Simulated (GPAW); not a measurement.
The system is GaSn.

```xyz
2
Lattice="0.0000 2.9029 3.0982 2.7293 0.0000 3.0982 2.7293 2.9029 0.0000" Properties=species:S:1:pos:R:3 pbc="T T T"
Ga    2.7293    2.9029    3.0982
Sn    0.0000    0.0000    0.0000
```

The cell was built by a generator and needn't be a form met in nature.

```yaml
Program: GPAW 26.7.0
Task: relaxation of cell and atoms
Functional: PBEsol
Potentials_or_basis: PAW data sets generated in the run's folder for this functional
Cutoff: 600 eV
Basis: pw
k_mesh: 8 × 8 × 8
Occupations: fermi-dirac, width 0.05 eV
Spin: no spin polarisation
```

At the start: pressure -1.9 GPa; volume 24.55 Å³/atom.

Problem. How do energy, volume and symmetry change on relaxing?

Solution. Over 8 steps the energy falls by 70.0 meV/atom and the volume is 23.04 Å³/atom (-6.1 %); space group Fm-3m (No. 225, to 0.05 Å).

Step by step:
```tsv
step	energy change (eV)	largest force (eV/Å)	pressure (GPa)	volume (Å³)
1	0.0000	0.0000	-1.90	49.09
2	-0.0198	0.0000	-1.79	48.79
3	-0.1273	0.0000	1.66	44.92
4	-0.1385	0.0000	-0.10	46.19
5	-0.1397	0.0000	0.23	45.93
6	-0.1398	0.0000	0.23	45.93
7	-0.1399	0.0000	0.13	46.01
8	-0.1400	0.0000	0.04	46.08
```

Final structure:
```cif
data_structure
_symmetry_space_group_name_H-M 'P 1'
_symmetry_Int_Tables_number 1
_cell_length_a 4.0226
_cell_length_b 4.0258
_cell_length_c 4.0244
_cell_angle_alpha 59.959
_cell_angle_beta 60.038
_cell_angle_gamma 60.003
_cell_volume 46.08
loop_
_atom_site_label
_atom_site_type_symbol
_atom_site_fract_x
_atom_site_fract_y
_atom_site_fract_z
_atom_site_occupancy
Ga1 Ga 0.50000 0.50000 0.50000 1
Sn1 Sn 0.00000 0.00000 0.00000 1
```

Caveat: later steps reuse the first step's grids.
